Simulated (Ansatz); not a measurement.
Run this with Ansatz's Python interface and show what comes out.

`opt.py`
```python
import itertools

import ansatz as az
from ase.data import atomic_numbers, covalent_radii
import numpy as np
import pandas as pd

geometry_ang = [
    ('C', [-2.3084, 0.8494, 0.3391]),
    ('C', [-1.7012, -0.3252, 0.1496]),
    ('C', [-0.2756, -0.407, -0.3081]),
    ('Se', [0.924, 0.2318, 1.0935]),
    ('C', [2.4998, -0.082, -0.0064]),
    ('H', [-1.7796, 1.784, 0.1772]),
    ('H', [-3.3451, 0.8796, 0.6584]),
    ('H', [-2.2606, -1.2431, 0.3044]),
    ('H', [-0.0266, -1.4645, -0.5373]),
    ('H', [-0.1393, 0.198, -1.2299]),
    ('H', [2.5651, -1.1571, -0.2731]),
    ('H', [2.4412, 0.5286, -0.9311]),
    ('H', [3.4062, 0.2073, 0.5638]),
]
system = az.Crystal.molecule()
for symbol, xyz in geometry_ang:
    system = system.atom(symbol, xyz)

model = (
    system.calculation()
    .basis(gaussian='def2-SVP')
    .functional('cam_b3lyp')
)
symbols = [site.symbol for site in system.cartesian_sites]
start = np.array([site.position_ang for site in system.cartesian_sites], dtype=float)
r = model.relax(force_tolerance=0.005).run(threads=1).report
end = np.array(r['positions_ang'])

print(f'E = {r["free_energy_ev"]:.6f} eV = {r["free_energy_ev"] / 27.211386246:.7f} Ha')
print('converged:', r['converged'], ' doubts:', r['published_state_doubts'] or 'none')

radius = [covalent_radii[atomic_numbers[s]] for s in symbols]
span = lambda where, i, j: np.linalg.norm(where[i] - where[j])
bonded = [(i, j) for i, j in itertools.combinations(range(len(symbols)), 2) if min(span(start, i, j), span(end, i, j)) < 1.2 * (radius[i] + radius[j])]
print('pair        before    after (A)')
for i, j in bonded:
    print(f'{symbols[i]}{i}-{symbols[j]}{j}'.ljust(10), f'{span(start, i, j):8.4f} {span(end, i, j):8.4f}')

charges = r['charge_distribution']
table = pd.DataFrame({'atom': symbols, 'mulliken': charges['mulliken_charges_e'], 'lowdin': charges['lowdin_charges_e']})
print(table.round(3).to_string())
print('dipole (e A):', np.round(charges['dipole_moment_e_ang'], 4) + 0.0)
```

```console
$ python opt.py
E = -69616.919823 eV = -2558.3746154 Ha
converged: True  doubts: none
pair        before    after (A)
C0-C1        1.3358   1.3311
C0-H5        1.0860   1.0943
C0-H6        1.0852   1.0924
C1-C2        1.4995   1.4931
C1-H7        1.0860   1.0961
C2-Se3       1.9523   1.9674
C2-H8        1.1103   1.1003
C2-H9        1.1110   1.0989
Se3-C4       1.9472   1.9444
C4-H10       1.1096   1.0982
C4-H11       1.1097   1.0980
C4-H12       1.1092   1.0979
   atom  mulliken  lowdin
0     C    -0.029  -0.001
1     C    -0.077  -0.070
2     C    -0.044  -0.080
3    Se    -0.046   0.227
4     C    -0.136  -0.087
5     H     0.022   0.006
6     H     0.030   0.006
7     H     0.021   0.015
8     H     0.047   0.002
9     H     0.042  -0.003
10    H     0.056  -0.009
11    H     0.057  -0.008
12    H     0.058   0.001
dipole (e A): [ 0.0585 -0.0912 -0.2675]
```

Reading the output:
- Total energies depend on the basis set; only differences at equal settings carry meaning.
- The end point is the stationary point reached from this start; no frequency run checks that it is a minimum, and the basis set is modest.
- The Löwdin charges here are taken after orthogonalising the functions within each atom; they differ from plain Löwdin charges, and their signs can be unphysical.
- Finished in 2.5 min on 1 thread of Arm Neoverse V1, on a shared host, peak memory 0.52 GiB.
